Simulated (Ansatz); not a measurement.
# RuPt3: the cost of one run

Method: DFT PBE, scalar-relativistic, plane waves, PAW, in Ansatz 0.2.0.

### 1 The structure to begin with

It takes space group P6_3/mcm (No. 193, hexagonal). Conventional cell: a = 6.104 Å, b = 6.104 Å, c = 5.097 Å, α = 90.00°, β = 90.00°, γ = 120.00°. Around Ru (site symmetry -3m) lie 6 Pt at 1.97 Å. Pt (site symmetry m2m) is surrounded by 2 Ru at 1.97 Å.

Coordinates:

```cif
data_structure
_symmetry_space_group_name_H-M 'P6_3/mcm'
_symmetry_Int_Tables_number 193
_cell_length_a 6.1038
_cell_length_b 6.1038
_cell_length_c 5.0974
_cell_angle_alpha 90.000
_cell_angle_beta 90.000
_cell_angle_gamma 120.000
_cell_volume 164.47
loop_
_atom_site_label
_atom_site_type_symbol
_atom_site_symmetry_multiplicity
_atom_site_Wyckoff_symbol
_atom_site_fract_x
_atom_site_fract_y
_atom_site_fract_z
_atom_site_occupancy
Ru1 Ru 2 b 0.00000 0.00000 0.50000 1
Pt1 Pt 6 g 0.00000 0.24515 0.25000 1
```

The cell is invented: species swapped into a database cell of Cs3O (P6_3/mcm, No. 193), with Pt on the Cs sites and Ru on the O sites. The dimensions are guesses.

### 2 Probe: one point on a coarse mesh

Contents of input.yaml:

```yaml
crystal:
  lattice:
    - [6.10376551, 0.0, 0.0]
    - [-3.05188276, 5.28601599, 0.0]
    - [0.0, 0.0, 5.09739135]
  atoms:
    - { symbol: Ru, position: [0.0, 0.0, 0.5] }
    - { symbol: Ru, position: [0.0, 0.0, 0.0] }
    - { symbol: Pt, position: [0.0, 0.24514535, 0.25] }
    - { symbol: Pt, position: [0.75485465, 0.0, 0.75] }
    - { symbol: Pt, position: [0.24514535, 0.24514535, 0.75] }
    - { symbol: Pt, position: [0.75485465, 0.75485465, 0.25] }
    - { symbol: Pt, position: [0.0, 0.75485465, 0.75] }
    - { symbol: Pt, position: [0.24514535, 0.0, 0.25] }
basis:
  ecutwfc: 420
kpoints:
  mp_grid: { grid: [3, 3, 4] }
hamiltonian:
  xc: pbe
scf:
  occupations: { method: gaussian, width: 0.1 }
  lower_state_search: "off"
output:
  forces: true
  stress: true
  eigenvalues: true
```

Run with:

```
ansatz run input.yaml --threads 1 --pin off --max-ram 2560MiB --backend cpu --events-out ev --progress --plain --runs-dir out
```

**Question.** How long does this run take on 1 thread of Intel Xeon 6975P-C (Granite Rapids), shared host, and how much memory does it need?

About 4.4 s, with a peak of 0.52 GiB.
